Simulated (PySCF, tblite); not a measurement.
# C₆H₇FSi: geometry, infrared bands and NMR shifts

What infrared bands and NMR shifts should C₆H₇FSi (`C#CC1=CC[SiH2][C@@H]1F`) show?

Programs: tblite 0.8.0 and PySCF 2.14.0, with density-fitted response routines of our own. Each step states its level of theory. These are calculated values for one molecule in the gas phase, unless marked as measured. Atoms count from 0, in the outputs and in this text.

### Step 1. The starting structure

15 atoms, charge 0, multiplicity 1; geometry from: force field or distance geometry start.

Bonds of the start (Å): C0–C1 1.23, C1–C2 1.46, C2–C3 1.27, C3–C4 1.47, C4–Si5 1.87, Si5–C6 1.90, C6–F7 1.38, C6–C2 1.49, C0–H8 1.05, C3–H9 1.13, C4–H10 1.12, C4–H11 1.11, Si5–H12 1.47, Si5–H13 1.46, C6–H14 1.11.

### Step 2. Relaxing the molecule with GFN2-xTB

The job: settings as JSON, then the geometry in Å.

```
{"job": {"kind": "relax", "xc": "GFN2-xTB", "basis": "xTB"}, "charge": 0, "multiplicity": 1}
C      3.395900    -0.160200    -0.404200
C      2.167600    -0.159200    -0.313200
C      0.713400    -0.151000    -0.170300
C     -0.043900    -1.124900    -0.479200
C     -1.501500    -1.029400    -0.300800
Si    -1.712200     0.825900    -0.378900
C      0.038600     1.086200     0.316800
F      0.611800     2.240700    -0.168000
H      4.444900    -0.143600    -0.476500
H      0.377700    -2.103200    -0.857300
H     -2.003500    -1.530900    -1.167400
H     -1.869500    -1.455800     0.654300
H     -2.736400     1.331300     0.542100
H     -1.820400     1.310800    -1.750000
H     -0.066800     1.071000     1.425100
```

On the command line:

```
> OMP_NUM_THREADS=1 python probes_run.py task.json out
```

The driver reads the jobs from task.json and runs them one after another.

**Question.** This job is followed by: GFN2-xTB harmonic vibrations, gas phase; GIAO PBE0/pcSseg-1 NMR shielding, non-relativistic, gas phase. What will the session give for the following? strongest single infrared mode (GFN2-xTB); zero-point energy (GFN2-xTB); ¹³C shifts against TMS (PBE0/pcSseg-1); ¹H shifts against TMS (PBE0/pcSseg-1); ²⁹Si shifts against TMS (PBE0/pcSseg-1); ¹⁹F shifts against CFCl3 (PBE0/pcSseg-1).

**Answer**, as computed:

```
                                 quantity                                         value
strongest single infrared mode (GFN2-xTB)                         2269 cm⁻¹, 315 km/mol
             zero-point energy (GFN2-xTB)                                 64.6 kcal/mol
   ¹³C shifts against TMS (PBE0/pcSseg-1)      153.9, 134.1, 95.8, 90.5, 85.4, 16.7 ppm
    ¹H shifts against TMS (PBE0/pcSseg-1)  6.75, 5.67, 4.44, 4.41, 2.82, 2.04, 1.79 ppm
  ²⁹Si shifts against TMS (PBE0/pcSseg-1)                                     -31.7 ppm
 ¹⁹F shifts against CFCl3 (PBE0/pcSseg-1)                                    -228.0 ppm
```

Relaxing lowered the energy by 0.541 eV in 76 steps; the close pair that moved most is C2–C3, from 1.272 to 1.334 Å. No mode is imaginary among the 39: a minimum at this level. The strongest single mode, at 2269 cm⁻¹, moves mainly H12. Unscaled tight-binding wavenumbers are off by several per cent, some by more. Its intensities can rank the bands wrongly. H9 (hydrogen on an alkene CH) lies farthest downfield among hydrogen, at 6.75 ppm; olefinic region. At PBE0/pcSseg-1: Shielding is most anisotropic at C1 (span 299 ppm, paramagnetic term -144 ppm).
